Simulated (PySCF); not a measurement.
The system is COBBr2H3, in a box.

```xyz
8
Lattice="14.0000 0.0000 0.0000 0.0000 13.0000 0.0000 0.0000 0.0000 12.0000" Properties=species:S:1:pos:R:3 pbc="T T T"
C     5.7759    5.6579    5.2647
O     6.9108    5.5806    6.1278
B     7.7587    6.5696    6.3095
Br    9.1669    6.3200    7.5677
Br    7.6967    8.3365    5.3661
H     5.8344    4.7770    4.5315
H     4.9044    5.4868    5.8115
H     5.6191    6.4961    4.6353
```

The cell isn't the ideal one: atoms moved at random, drawn with an rms of 0.05 Å.

Base run:

```yaml
Program: PySCF 2.14.0
Functional: HCTH407
Potentials_or_basis: 6-31g* (all-electron)
k_mesh: 1 × 1 × 1
Occupations: fixed
Spin: no spin polarisation
```

Its results: gap between the frontier levels 5.52 eV.

Problem. The run is repeated on the same cell with these changes: functional from HCTH407 to wB97X. What comes out?

Solution. Gap between the frontier levels 12.31 eV.

Caveats: this is a molecule in a periodic box at the Γ point, so its band gap is the HOMO-LUMO gap; relativity is left out, which matters for the heavier elements; the basis of atomic orbitals isn't converged, which shifts pressures, moduli and gaps.

